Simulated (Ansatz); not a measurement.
# W2C3: the cost of one run

Method: DFT PBE, scalar-relativistic, plane waves, PAW, unless a step names another level, in Ansatz 0.2.0.

7 further runs of the same task are left out: 1 that didn't finish, 6 set aside as unsound or not needed.

**1. What the formula suggests**

Pauling electronegativities: W 2.36, C 2.55 (spread 0.19). The formula balances with common oxidation states: W +6, C -4, a formal count that means little at so small a spread. Tabulated atomic sizes suggest about 14 Å³/atom. 26 candidates were drawn, by swapping species into database cells of other compounds, at random by space group and Wyckoff sites, or by hand, as the table says:

```csv
name,made from,space group no.,Wyckoff sites,atoms (primitive cell),V (Å³/atom)
c01,built by hand: corundum Al2O3,167,W 12c; C 18e,10,12.5
c02,random,131,"W 4j; C 4k, 2e",10,15.7
c03,random,123,"W 1a, 1d; C 2h, 1b",5,16.2
c04,random,221,"W 1a, 1b; C 3c",5,14.8
c05,random,224,"W 4c; C 2a, 4b",10,16.1
c06,built by hand: La2O3 A-type,164,"W 2d; C 2d, 1a",5,12.5
c07,database cell of Ho2O3,164,"W 2d; C 2d, 1a",5,12.6
c08,random,191,"W 2c; C 2e, 1a",5,17.9
c09,built by hand: V2B3,63,"W 4c, 4c; C 4c, 4c, 4c",10,12.5
c10,database cell of Sn3Pt2,194,"W 4f; C 2b, 4f",10,13.2
c11,random,123,"W 2f; C 1d, 2h",5,15.9
c12,random,166,"W 6c; C 3b, 6c",5,15.2
c13,database cell of Li3Ga2,166,"W 6c; C 6c, 3a",5,15.8
c14,random,65,"W 4f; C 4g, 2d",5,14.8
c15,built by hand: WC/ReB2-type intergrowth,194,"W 4f; C 4f, 2d",10,12.5
c16,database cell of Ni3Se2,155,W 6c; C 9d,5,12.8
c17,random,156,"W 1a, 1b; C 1c, 1b, 1b",5,16.6
c18,random,139,"W 4e; C 4d, 2a",5,15.1
c19,built by hand: WC/AlB2-type intergrowth,187,"W 2g; C 1d, 1f, 1c",5,12.5
c20,random,164,W 2d; C 3e,5,17.0
c21,random,65,"W 2d, 2a; C 4i, 2b",5,17.6
c22,database cell of La2O3,150,W 2d; C 3e,5,13.4
c23,random,166,"W 3a, 3b; C 9d",5,16.7
c24,built by hand: octahedral carbide/honeycomb intergrowth,194,"W 4f; C 2b, 2d, 2a",10,12.5
c25,database cell of Br2Cl3,166,W 6c; C 9d,5,19.5
c26,database cell of P2Rh3,115,"W 2g; C 1a, 2g",5,12.6
```

**2. Screening run of c04**

input.yaml

```yaml
crystal:
  lattice:
    - [4.19561791, 0.0, 0.0]
    - [0.0, 4.19561791, 0.0]
    - [0.0, 0.0, 4.19561791]
  atoms:
    - { symbol: W, position: [0.0, 0.0, 0.0] }
    - { symbol: W, position: [0.5, 0.5, 0.5] }
    - { symbol: C, position: [0.0, 0.5, 0.5] }
    - { symbol: C, position: [0.5, 0.0, 0.5] }
    - { symbol: C, position: [0.5, 0.5, 0.0] }
basis:
  ecutwfc: 420
kpoints:
  mp_grid: { grid: [4, 4, 4] }
hamiltonian:
  xc: pbe
scf:
  occupations: { method: gaussian, width: 0.2 }
  lower_state_search: "off"
output:
  forces: true
  stress: true
  eigenvalues: true
relax:
  adjacent_minimum: "off"
  f_tol: 0.08
  max_steps: 16
  cell: { stress_tol: 0.8 }
```

Started as:

```console
> ansatz run input.yaml --threads 1 --pin off --max-ram 2560MiB --backend cpu --events-out ev --progress --plain --runs-dir out
```

What time and memory should one allow on 1 thread of Intel Xeon Platinum 8259CL at 2.50GHz (Skylake/Cascade Lake), shared host?

About 15 s, with a peak of 0.38 GiB.
